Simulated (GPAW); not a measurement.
Crystal: ErO.

```
Er O
1.0
     2.74429    0.00000    0.00000
     0.00000    2.74429    0.00000
     0.00000    0.00000    2.74429
Er O
1 1
Cartesian
  0.0000 0.0000 0.0000
  1.3721 1.3721 1.3721
```

The cell comes from a database or a generator and needn't be the stable form of this composition.

Alike in all runs: program GPAW 26.7.0; functional LDA; potentials or basis the program's PAW data sets (release 1.2.1) made for this functional; cutoff 800 eV; basis pw; k mesh 7 × 7 × 7; occupations gaussian, width 0.05 eV; hubbard terms Er f U = 4 eV.

Starts and where they ended:

```tsv
start	free energy over the lowest (meV/atom)	net moment (μB)	site or absolute moments (μB)	gap
collinear spin, ferromagnetic start of up to 3 μB	0.0	2.22	Er +2.24; O +0.00	none (metal or under the smearing width)
collinear spin, random start of up to 1.41 μB	0.0	2.22	Er +2.24; O +0.00	none (metal or under the smearing width)
no spin polarisation	408.5	-	-	none (metal or under the smearing width)
```

Allowing spin polarisation gains 409 meV/atom. A still lower state may exist.

Caveats: one-centre terms of the f shell are cut off; the cell is far from rest, so the order of the states can change on relaxing; the magnetic or orbital state may not be the lowest (some runs); spin-orbit coupling is left out, which moves the levels of the heavy elements (some runs); U without spin polarisation on a metal has little footing (some runs).
